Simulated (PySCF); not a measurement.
# H2O6Si3: the cost of one run

Method: relaxation, pbe0, def2-tzvp, and further levels as typed in the inputs, in PySCF 2.14.0.

**1. The structure to begin with**

Bond lengths: H1–O2 0.970 Å, O2–Si3 1.680 Å, Si3–O4 1.691 Å, O4–Si5 1.685 Å, Si5–O6 1.685 Å, O6–Si7 1.691 Å, Si7–O8 1.680 Å, O8–H9 0.970 Å, Si3–O10 1.722 Å, Si7–O10 1.722 Å, Si3–O11 1.722 Å, Si7–O11 1.722 Å. Angles (14 of 19 angles, heavy atoms first): O2–Si3–O4 107.7°, O2–Si3–O10 110.3°, O2–Si3–O11 137.9°, O4–Si3–O10 102.9°, O4–Si3–O11 102.9°, O10–Si3–O11 89.7°, Si3–O4–Si5 105.5°, O4–Si5–O6 128.2°, Si5–O6–Si7 105.5°, O6–Si7–O8 108.8°, O6–Si7–O10 102.9°, O6–Si7–O11 102.9°, O8–Si7–O10 134.0°, O8–Si7–O11 113.9°.

Coordinates:

```xyz
11

H    -3.3628   -0.0376   -0.8888
O    -3.1383   -0.9659   -1.0586
Si   -1.6155   -0.5260   -0.5018
O    -1.0641    0.7501   -1.4644
Si    0.1983    1.4537   -0.5973
O     0.8050    1.0044    0.9096
Si   -0.1245   -0.3232    1.3919
O     0.6179   -1.0534    2.7102
H     1.5625   -0.9247    2.5310
O    -1.7338    0.1921    1.0591
O    -0.1564   -1.3054   -0.0225
```

**2. Relaxation: H2O6Si3, charge +1**

Contents of run.py:

```python
from pyscf import gto, dft
from pyscf.geomopt.geometric_solver import optimize
mol = gto.M(atom="mol.xyz", basis="def2-tzvp", charge=1, spin=1, verbose=4)
mf = dft.UKS(mol, xc="pbe0").density_fit().run(conv_tol=1e-9)
for i in range(6):  # look for a lower solution of the same spin
    mo, _, ok, _ = mf.stability(return_status=True)
    if ok: break
    mf.kernel(mf.make_rdm1(mo, mf.mo_occ))
print(f"converged SCF energy = {mf.e_tot:.10f}, stable: {ok}")
mf = mf.newton()  # steadier than the usual iterations for open shells
m = optimize(mf, maxsteps=60)
print("optimised structure (A):")
for k in range(m.natm): print(m.atom_symbol(k), *(f"{x:.8f}" for x in m.atom_coords(unit="A")[k]))
```

Command:

```
$ python run.py
```

**Question.** How long does this run take on 3 threads of Arm Neoverse N1, shared host?

About 2 h.
